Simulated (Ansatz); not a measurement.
# Pt8CO: the cost of one run

Program: Ansatz 0.2.0. Level of theory: DFT PBE, scalar-relativistic, plane waves, PAW. These are calculated values, not measurements.

5 further runs of the same task are left out: 5 set aside as unsound or not needed.

## 1. Starting point

Symmetry: P-3m1, No. 164, trigonal system. Conventional cell: a = 2.807 Å, b = 2.807 Å, c = 23.876 Å, α = 90.00°, β = 90.00°, γ = 120.00°. Pt (site symmetry 3m) has 9 Pt at 2.81 Å as nearest neighbours. Around Pt (site symmetry 3m) lie 12 Pt at 2.78 to 2.81 Å.

Structure file:

```
CELL_PARAMETERS angstrom
5.61459 0.00000 0.00000
-1.40365 2.43119 0.00000
0.00000 0.00000 23.87644
ATOMIC_POSITIONS crystal
Pt 0.33333 0.33333 0.35600
Pt 0.83333 0.33333 0.35600
Pt 0.66667 0.66667 0.45200
Pt 0.16667 0.66667 0.45200
Pt 0.00000 0.00000 0.54681
Pt 0.50000 0.00000 0.54681
Pt 0.33333 0.33333 0.64313
Pt 0.83333 0.33333 0.64313
```

Miller indices refer to the conventional cell of the relaxed bulk, Fm-3m (No. 225): a = 3.970 Å, b = 3.970 Å, c = 3.970 Å, α = 90.00°, β = 90.00°, γ = 90.00°.

It is a (111) slab, 6.9 Å thick as cut, with 17 Å of vacuum, in a 2×1 surface cell; its outer planes are Pt (top) and Pt (bottom). An earlier relaxation, lower half held, gave -100181.6546 eV, work function 5.72 eV.

## 2. Start: CO, top (Pt)

input.yaml

```yaml
crystal:
  lattice:
    - [5.6145890053, 0.0, 0.0]
    - [-1.4036472513, 2.4311883552, 0.0]
    - [0.0, 0.0, 27.0264390892]
  atoms:
    - { symbol: Pt, position: [0.3333333333, 0.3333333333, 0.3145068417] }
    - { symbol: Pt, position: [0.8333333333, 0.3333333333, 0.3145068417] }
    - { symbol: Pt, position: [0.6666666667, 0.6666666667, 0.3993181021] }
    - { symbol: Pt, position: [0.1666666667, 0.6666666667, 0.3993181021] }
    - { symbol: Pt, position: [4.62e-08, 4.62e-08, 0.4830814514] }
    - { symbol: Pt, position: [0.5000000462, 4.62e-08, 0.4830814514] }
    - { symbol: Pt, position: [0.3333334308, 0.3333334308, 0.5681706048] }
    - { symbol: Pt, position: [0.8333334308, 0.3333334308, 0.5681706048] }
    - { symbol: C, position: [0.3333334308, 0.3333334308, 0.6488323595] }
    - { symbol: O, position: [0.3333334308, 0.3333334308, 0.6913832851] }
basis:
  ecutwfc: 420
kpoints:
  mp_grid: { grid: [6, 12, 1] }
hamiltonian:
  xc: pbe
scf:
  occupations: { method: gaussian, width: 0.1 }
output:
  forces: true
  eigenvalues: true
  write_density: true
  write_potential: true
  elf: true
  volumetric_format: npy
relax:
  adjacent_minimum: "off"
  f_tol: 0.03
  max_steps: 70
  constraints: [{ sites: [0, 1, 2, 3] }]
efield:
  axis: 3
  dipole_correction: true
```

Run with:

```console
$ ansatz run input.yaml --threads 2 --pin off --max-ram 5120MiB --backend cpu --events-out ev --progress --plain --runs-dir out
```

Q: Estimate wall time and peak memory on 2 threads of Intel Xeon at 2.50GHz (Skylake/Cascade Lake), shared host.

About 9.9 min, with a peak of 1.1 GiB.
